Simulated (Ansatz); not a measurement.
# HfGa2SeS2: the cost of one run

Method: DFT PBE, scalar-relativistic, plane waves, PAW, in Ansatz 0.2.0.

### Step 1. Starting point

The structure is tetragonal, space group P4/mmm (No. 123). Conventional cell: a = 4.267 Å, b = 4.267 Å, c = 8.037 Å, α = 90.00°, β = 90.00°, γ = 90.00°. Hf (site symmetry 4/mmm) is surrounded by 4 Ga at 3.02 Å. Around Ga (site symmetry 4/mmm) lie 4 S at 2.13 Å. Ga (site symmetry 4/mmm) has 4 Hf at 3.02 Å as nearest neighbours. Se (site symmetry 4/mmm) has 4 S at 2.13 Å as nearest neighbours. Around S (site symmetry mmm) lie 2 Ga at 2.13 Å and 2 Se at 2.13 Å.

As a file:

```
CELL_PARAMETERS angstrom
4.26715 0.00000 0.00000
0.00000 4.26715 0.00000
0.00000 0.00000 8.03657
ATOMIC_POSITIONS crystal
Hf 0.00000 0.00000 0.00000
Ga 0.00000 0.00000 0.50000
Ga 0.50000 0.50000 0.00000
Se 0.50000 0.50000 0.50000
S 0.00000 0.50000 0.50000
S 0.50000 0.00000 0.50000
```

Recipe of the guess: random cell by space group and Wyckoff sites (P4/mmm, No. 123). Lengths come from tabulated atomic sizes and are only a guess.

### Step 2. The guess as it stands, on a coarse mesh

The input, input.yaml:

```yaml
crystal:
  lattice:
    - [4.26714571, 0.0, 0.0]
    - [0.0, 4.26714571, 0.0]
    - [0.0, 0.0, 8.03656756]
  atoms:
    - { symbol: Hf, position: [0.0, 0.0, 0.0] }
    - { symbol: Ga, position: [0.0, 0.0, 0.5] }
    - { symbol: Ga, position: [0.5, 0.5, 0.0] }
    - { symbol: Se, position: [0.5, 0.5, 0.5] }
    - { symbol: S, position: [0.0, 0.5, 0.5] }
    - { symbol: S, position: [0.5, 0.0, 0.5] }
basis:
  ecutwfc: 420
kpoints:
  mp_grid: { grid: [4, 4, 2] }
hamiltonian:
  xc: pbe
scf:
  occupations: { method: gaussian, width: 0.1 }
  lower_state_search: "off"
output:
  forces: true
  stress: true
  eigenvalues: true
```

Started as:

```sh
$ ansatz run input.yaml --threads 1 --pin off --max-ram 2560MiB --backend cpu --events-out ev --progress --plain --runs-dir out
```

What time and memory should one allow on 1 thread of AMD EPYC 9R45 (Zen 5), shared host?

About 2.4 s, with a peak of 0.51 GiB.
